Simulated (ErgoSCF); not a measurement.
# B3LYP5/3-21G run of InH3Cl− ([InClH3]-)

Aim: the energy change on altering one bond length of InH3Cl− ([InClH3]-) at B3LYP5/3-21G, from 2 runs. 

The results are computed with ErgoSCF 3.8.

5 further runs of the same task are left out: 1 that didn't finish, 4 set aside as unsound or not needed.

**1. The system as given**

InH3Cl− has 5 atoms, charge -1, and is taken as a singlet. As SMILES, `[H][In-]([H])([H])[Cl]`. Geometry: a GFN2-xTB relaxation, a rough one for these elements and not checked as a minimum.

Bond lengths: In1–Cl2 2.339 Å, In1–H3 1.697 Å, In1–H4 1.696 Å, In1–H5 1.697 Å. Angles: Cl2–In1–H3 106.6°, Cl2–In1–H4 106.7°, Cl2–In1–H5 106.7°, H3–In1–H4 111.9°, H3–In1–H5 112.2°, H4–In1–H5 112.2°.

**2. A single-point energy at B3LYP5/3-21G**

job.ego reads:

```
set_nthreads(1)
molecule_inline Angstrom
In    -0.002150     0.000620    -0.175700
Cl     0.012800    -0.020350     2.163640
H      1.620790     0.013380    -0.670930
H     -0.818090     1.410990    -0.645940
H     -0.813350    -1.404640    -0.671060
EOF
charge = -1
scf.output_mulliken_pop = 1
basis = "3-21G"
scf.max_number_of_iterations = 100
XC.type = "Turbo"
scf.use_diagonalization = 1
tmpdir = "."
run "B3LYP"
```

Run with:

```sh
$ ergo job.ego
```

What it wrote:

```text
[...]
INDF Weighted mixed functional:
[...]
INSC Energy   1 =      -5227.14799304151
[...]
INDE E_LUMO =          0.18373131732
[...]
INSC Energy  15 =      -6176.83057585821  ( diff     -0.000000000006366 )
[...]
RESC CONVERGED after  15 iterations.
RESC FINAL ENERGY:      -6176.83057585821
[...]
INSC SCF: dipole_moment_x [atomic units] =      -0.01016405
INSC SCF: dipole_moment_y [atomic units] =       0.01025132
INSC SCF: dipole_moment_z [atomic units] =      -1.28450190
[...]
```

Wall time 20 s (1 thread of Intel Xeon at 2.50GHz (Skylake/Cascade Lake), shared host); peak memory 0.27 GiB.

**3. The distorted shape**

run.inp reads:

```
set_nthreads(1)
molecule_inline Angstrom
In -0.001402 -0.000429 -0.058725
Cl 0.012800 -0.020350 2.163640
H  1.621538 0.012331 -0.553955
H  -0.817342 1.409941 -0.528965
H  -0.812602 -1.405689 -0.554085
EOF
scf.output_mulliken_pop = 1
tmpdir = "."
charge = -1
basis = "3-21G"
scf.use_diagonalization = 1
XC.type = "Turbo"
scf.max_number_of_iterations = 100
run "B3LYP"
```

Run with:

```sh
$ ergo < run.inp
```

What it wrote:

```text
[...]
INDF Weighted mixed functional:
[...]
INSC Energy   1 =      -5227.49877477252
[...]
INDE E_LUMO =          0.19060404502
[...]
INSC Energy  15 =      -6176.81395610510  ( diff     -0.000000000003638 )
[...]
RESC CONVERGED after  15 iterations.
RESC FINAL ENERGY:      -6176.81395610510
[...]
INSC SCF: dipole_moment_x [atomic units] =      -0.01010244
INSC SCF: dipole_moment_y [atomic units] =       0.01003499
INSC SCF: dipole_moment_z [atomic units] =      -1.26150529
[...]
```

Wall time 22 s (1 thread of Intel Xeon at 2.50GHz (Skylake/Cascade Lake), shared host); peak memory 0.3 GiB.

**4. Results**

At B3LYP5/3-21G:

| quantity | value |
| --- | --- |
| first shape: total energy | -6176.83058 Eh |
| distorted shape: total energy | -6176.81396 Eh |
| energy change with the In1–Cl2 bond shortened from 2.339 to 2.222 Å | 0.452 eV |

With the In1–Cl2 bond shortened from 2.339 to 2.222 Å the energy rises by 0.45 eV (43.6 kJ/mol). The first shape isn't relaxed at this level, so the change isn't measured from a minimum. Relativity is left out (first shape) although the molecule holds a heavy atom. Mulliken charges (distorted shape) run from -0.60 on Cl2 to +0.25 on In1; they depend strongly on the basis. Relativity is left out (distorted shape) although the molecule holds a heavy atom.
